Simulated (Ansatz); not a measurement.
Run this with the Ansatz DFT code, driven from Python and show what comes out.

`ch6alclsi2.py`:
```python
"""One geometry of CH6AlClSi2, method by method."""

from pathlib import Path

import ansatz as az
import numpy as np

geometry_ang = [
    ("Al", (0.2135, 2.3151, -0.128)),
    ("Si", (0.6718, 0.1293, 0.4487)),
    ("Cl", (1.8401, -0.3033, 2.0969)),
    ("C", (-0.7789, -0.8947, 0.4718)),
    ("Si", (0.1402, -1.6235, -0.9284)),
    ("H", (-0.7558, 3.2619, 0.8165)),
    ("H", (0.7571, 2.9758, -1.4975)),
    ("H", (-1.7299, -0.3586, 0.1342)),
    ("H", (-0.9277, -1.557, 1.3993)),
    ("H", (-0.2524, -1.1709, -2.2327)),
    ("H", (0.8874, -2.8311, -0.5602)),
]
mol = az.Crystal.molecule()
for symbol, xyz in geometry_ang:
    mol = mol.atom(symbol, xyz)

calculation = mol.calculation().basis(gaussian="def2-SVP")

print("functional    E (Ha)        dipole (D)   HOMO (eV)  LUMO (eV)")
for name in ["r2scan0", "b3lyp", "revpbe", "hse06", "pbe", "cam_b3lyp"]:
    data = calculation.functional(name).forces().orbitals().run(runs_dir="runs").report
    lines = Path(data["orbitals_path"]).read_text().splitlines()
    field_of = lambda key: [line.split("=")[1].strip() for line in lines if line.startswith(key)]
    orbitals = [(27.211386 * float(e), s, float(n)) for e, s, n in zip(field_of("Ene="), field_of("Spin="), field_of("Occup="))]
    homo = max(e for e, _, n in orbitals if n > 0.5)
    lumo = min(e for e, _, n in orbitals if n < 0.5)
    dipole = 4.803205 * np.linalg.norm(data["charge_distribution"]["dipole_moment_e_ang"])
    print(f"{name:10s} {data['free_energy_ev'] / 27.211386246:14.6f} {dipole:9.3f} {homo:11.3f} {lumo:10.3f}")
```

```console
$ python ch6alclsi2.py
functional    E (Ha)        dipole (D)   HOMO (eV)  LUMO (eV)
r2scan0      -1322.715068     1.905      -6.214     -2.359
b3lyp        -1322.934511     1.725      -5.830     -2.570
revpbe       -1322.590549     1.687      -5.085     -3.074
hse06        -1322.276800     1.839      -5.694     -2.816
pbe          -1322.174441     1.662      -5.112     -3.182
cam_b3lyp    -1322.851293     1.810      -7.159     -1.401
```

Total energies depend on the basis set; only differences at equal settings carry meaning. The geometry is a force-field or estimated start, not a minimum of this method, and the basis set is short of its limit. A lower total doesn't mark the better method: functionals have no common bound, and MP2 and coupled cluster aren't variational. b3lyp holds the VWN-RPA fit, as in Gaussian; the form of ORCA and Turbomole is b3lyp5. Levels such as HOMO and LUMO are orbital energies: with these approximate functionals they aren't the ionisation energy and electron affinity, and their gap isn't the fundamental gap. hse06 follows the composition of plane-wave codes, whose totals differ by tens of mHa, up to about 0.1 Ha, from the form usual in Gaussian-basis programs (wpbeh). The whole script took 34 s on 1 thread of Intel(R) Xeon(R) Processor @ 2.30GHz, on a shared host, peak memory 0.43 GiB.
